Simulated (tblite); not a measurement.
# C3H14Si3: the cost of one run

Programs: tblite 0.8.0 and PySCF 2.14.0, with density-fitted response routines of our own. Each step states its level of theory. These are calculated values for one molecule in the gas phase, unless marked as measured. Atoms are numbered from 0 throughout.

**1. Starting geometry**

20 atoms, charge 0, multiplicity 1; geometry from: force field or distance geometry start.

Bonds of the start (Å): C0–C1 1.51, C1–Si2 1.85, Si2–C3 1.88, Si2–Si4 2.24, Si2–Si5 2.22, C0–H6 1.09, C0–H7 1.11, C0–H8 1.10, C1–H9 1.12, C1–H10 1.11, C3–H11 1.11, C3–H12 1.12, C3–H13 1.09, Si4–H14 1.48, Si4–H15 1.48, Si4–H16 1.45, Si5–H17 1.48, Si5–H18 1.47, Si5–H19 1.47.

**2. Optimising the geometry with GFN2-xTB**

What the job is given:

```
{"job": {"kind": "relax", "xc": "GFN2-xTB", "basis": "xTB"}, "charge": 0, "multiplicity": 1}
C      2.240300    -0.412100     0.478100
C      0.962900    -1.189900     0.262600
Si    -0.444700    -0.054800    -0.110900
C     -1.525500    -0.960000    -1.350700
Si    -1.515800     0.363900     1.809600
Si     0.184200     1.835600    -1.099100
H      3.093900    -1.083100     0.357800
H      2.295900     0.335600    -0.345200
H      2.252300     0.144000     1.426200
H      0.690300    -1.788400     1.172500
H      1.111800    -1.887900    -0.589200
H     -1.000700    -0.908900    -2.323800
H     -1.494600    -2.027600    -1.022200
H     -2.535100    -0.551000    -1.411100
H     -0.548700     0.669500     2.881300
H     -2.400400     1.531800     1.605700
H     -2.242600    -0.827300     2.213500
H      0.178600     1.713800    -2.572400
H      1.512100     2.241200    -0.610800
H     -0.819400     2.866300    -0.774700
```

Started as:

```console
OMP_NUM_THREADS=1 python probes_run.py task.json out
```

This one command runs all jobs of the session in turn.

Q: Estimate the wall time of this first job on 1 thread of Arm Neoverse V2, shared host.

About 1 s.
